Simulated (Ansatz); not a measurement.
**CH4BrGaS: small, medium and large basis sets**

How large a basis does CH4BrGaS need? Two functionals are run in growing sets.

The runs use Ansatz 0.2.0, Gaussian basis; one geometry, several basis sets.

Levels to be run: PBE0-D4/def2-SVP; ωB97M-V/def2-SVP; PBE0-D4/def2-QZVPP; ωB97M-V/def2-QZVPP; the functionals' def2-TZVPP values are taken from earlier runs.

## (1) The relaxed structure

All runs share one geometry, relaxed beforehand with PBE0-D4 in a triple-zeta def2 set.

SMILES `[CH3][Ga]([SH])[Br]`, 8 atoms, charge 0, spin multiplicity 1.

Atoms are counted from 1 here; the program's logs count them from 0.

Bond lengths: C1–Ga2 1.949 Å, C1–H5 1.091 Å, C1–H6 1.090 Å, C1–H7 1.091 Å, Ga2–S3 2.195 Å, Ga2–Br4 2.301 Å, S3–H8 1.343 Å. Angles: Ga2–C1–H5 109.4°, Ga2–C1–H6 111.1°, Ga2–C1–H7 109.4°, H5–C1–H6 109.4°, H5–C1–H7 108.1°, H6–C1–H7 109.4°, C1–Ga2–S3 125.1°, C1–Ga2–Br4 120.0°, S3–Ga2–Br4 114.9°, Ga2–S3–H8 93.6°.

## (2) PBE0-D4 in def2-SVP

The input, in.yaml:

```yaml
crystal:
  periodic: [false, false, false]
  atoms:
    - {symbol: C, position_ang: [-0.024706, 1.433844, -0.144869]}
    - {symbol: Ga, position_ang: [-0.049230, -0.514051, -0.080675]}
    - {symbol: S, position_ang: [0.653779, -1.731371, 1.604586]}
    - {symbol: Br, position_ang: [-0.861775, -1.713958, -1.868431]}
    - {symbol: H, position_ang: [-1.040834, 1.805154, -0.288782]}
    - {symbol: H, position_ang: [0.386620, 1.851821, 0.773825]}
    - {symbol: H, position_ang: [0.578339, 1.761209, -0.993587]}
    - {symbol: H, position_ang: [0.357806, -2.892648, 0.997924]}
basis:
  gaussian: {orbitals: def2-SVP}
hamiltonian: {xc: pbe0, dispersion: d4}
output: {orbitals: {seedname: orbitals}}
```

Launch:

```bash
> ansatz run in.yaml --threads 4 --pin off --events-out ev --progress --plain --max-ram 10444MiB
```

The runs that follow: ωB97M-V in def2-SVP; PBE0-D4 in def2-QZVPP; ωB97M-V in def2-QZVPP.

**Question.** What will the summary of the whole plan be? Wanted: PBE0-D4: double and triple zeta above quadruple; ωB97M-V: double and triple zeta above quadruple.

As calculated:

| quantity | value |
| --- | --- |
| PBE0-D4: double and triple zeta above quadruple | 23.20, 2.99 eV |
| ωB97M-V: double and triple zeta above quadruple | 23.08, 2.89 eV |

What this shows: For PBE0-D4 the step from double to triple zeta gains 20.21 eV and the next only 2.99 eV. These are total energies; as a rule much of such shifts cancels in differences, which this series doesn't test.
